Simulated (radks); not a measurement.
# Valence configurations of Nd

An exercise on one series of results from a longer session: the logs are not shown, and one member is left open.

The numbers are computed with radks (a radial shooting solver on a logarithmic mesh, Libxc functionals) version 1 (scalar-relativistic Kohn-Sham, PBE, spin-polarised, spherical densities, point nucleus; open shells are filled with parallel spins first), except any that are marked as measured or tabulated.

**What is computed**

```
element       : neodymium (Z = 60)
charge        : 0
electrons     : 60
configuration : [Xe] 4f4 6s2
others tried  : 4f3 5d1 6s2; 4f2 6s2 6p2; 4f2 5d1 6s1 6p2; 4f1 5d1 6s2 6p2; 4f2.5 5d1 6s1 6p1.5; 4f4 6p2; 4f4 5d1 6s1; 4f3 5d0.5 6s1 6p1.5; 4f2 5d1 6s2 6p1
```

Outer shells as boxes (Hund's rule):

Nd
```
[Xe] core
4f [↑ ][↑ ][↑ ][↑ ][  ][  ][  ]
6s [↑↓]
```

Set-up of the first run:

Input:

```text
Z 60
configuration [Xe] 4f4 6s2
relativity scalar-relativistic
functional pbe,pbe
spin polarised
nucleus point
c 137.035999084
```

Among the steps run: [Xe] 4f4 6s2.

One table of the session follows, with a row left open; its other results are not shown here.

It belongs to the step «[Xe] 4f4 6s2». Radial moments (bohr):

```
  level    <r>  outermost maximum (interpolated)  90 % within  nodes
  5s up  1.468                              1.32         2.11      4
5s down  1.484                              1.33         2.14      4
  5p up  1.720                              1.49         2.52      3
5p down      ?                                 ?            ?      ?
  6s up  4.398                              3.76         6.48      5
6s down  4.511                              3.86         6.65      5
  4f up  1.102                             0.663         1.95      0
4f down  1.270                             0.665         2.31      0
```

**Question.** Estimate the row for 5p down.

**Answer.** <r>: 1.748; outermost maximum (interpolated): 1.51; 90 % within: 2.57; nodes: 3. In the column «<r>» it lies between 5p up (1.720) and 6s up (4.398).
